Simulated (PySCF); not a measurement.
# SiSe: bond curves at several levels of theory

An exercise on one series of results from a longer session: the logs are not shown, and one member is left open.

Program: PySCF 2.14.0. Level of theory: Si x2c-TZVPPall, Se x2c-TZVPPall, spin-free X2C with a Gaussian nucleus. These are calculated values, not measurements.

The first run:

A driver script around PySCF takes these settings:

```json
{
 "atoms": "Si, Se",
 "charge": "0",
 "basis": "Si x2c-TZVPPall, Se x2c-TZVPPall",
 "Hamiltonian": "spin-free X2C with a Gaussian nucleus",
 "basis functions": "90",
 "electrons treated": "48",
 "masses in u": "27.9769, 79.9165",
 "levels": "PBE0, PBE, r²SCAN, PW91, LDA, M06-2X, r²SCAN0, ωB97X, HF, MP2, SCS-MP2, CCSD, CCSD(T)",
 "grid": "80 radial by 434 angular points",
 "occupations": "held fixed by the projection of orbital angular momentum",
 "dissociation limit": "Si + Se, each in its ground configuration",
 "starting distance in angstrom": "2.230",
 "values of 2S to try": "0, 2, 4"
}
```

The run is started by

```sh
$ OMP_NUM_THREADS=1 python dia.py task.json out
```

Among the steps run: The job; The PBE0 curve of the state that the search chose; Excited determinants; PBE (GGA); r²SCAN (meta-GGA); PW91; LDA; M06-2X (hybrid meta-GGA); r²SCAN0; ωB97X; RHF; Correlated methods on the Hartree–Fock reference.

One table of the session follows, with a row left open; its other results are not shown here.

Energy (eV) from each level's lowest point:

| R (Å) | RHF | RHF-MP2 | RHF-SCS-MP2 | RHF-CCSD | RHF-CCSD(T) |
| --- | --- | --- | --- | --- | --- |
| 1.774 | 1.552 | 1.712 | 1.720 | n/a | n/a |
| 1.857 | 0.644 | 0.769 | 0.773 | 0.742 | 0.806 |
| 1.939 | 0.164 | 0.246 | 0.247 | 0.227 | 0.268 |
| 2.001 | ? | ? | ? | ? | ? |
| 2.063 | 0.000 | 0.000 | 0.000 | 0.000 | 0.000 |
| 2.125 | 0.092 | 0.045 | 0.045 | 0.057 | 0.033 |
| 2.207 | 0.338 | 0.223 | 0.224 | 0.254 | 0.194 |
| 2.311 | 0.783 | 0.578 | 0.580 | 0.632 | 0.522 |
| 2.434 | 1.434 | 1.121 | 1.125 | 1.201 | 1.020 |
| 2.599 | 2.386 | 1.963 | 1.964 | n/a | n/a |

Estimate the missing values for R (Å) = 2.001.

Worked estimate for «RHF». A straight line through the neighbours (1.939, 0.164) and (2.063, 0.000) gives 0.164 + (0.000 − 0.164) × (2.001 − 1.939) / (2.063 − 1.939) = 0.082; a parabola fitted to 4 rows on both sides gives 0.007.

The run gave: RHF: 0.014; RHF-MP2: 0.057; RHF-SCS-MP2: 0.057; RHF-CCSD: 0.046; RHF-CCSD(T): 0.068. In «RHF» the line misses by +0.068 and the parabola by -0.007.

To keep in mind: Lowest PBE0 solution found, without spin–orbit coupling: ¹Σ⁺ (singlet), closed shell. Warnings in the runs' records: inverted.
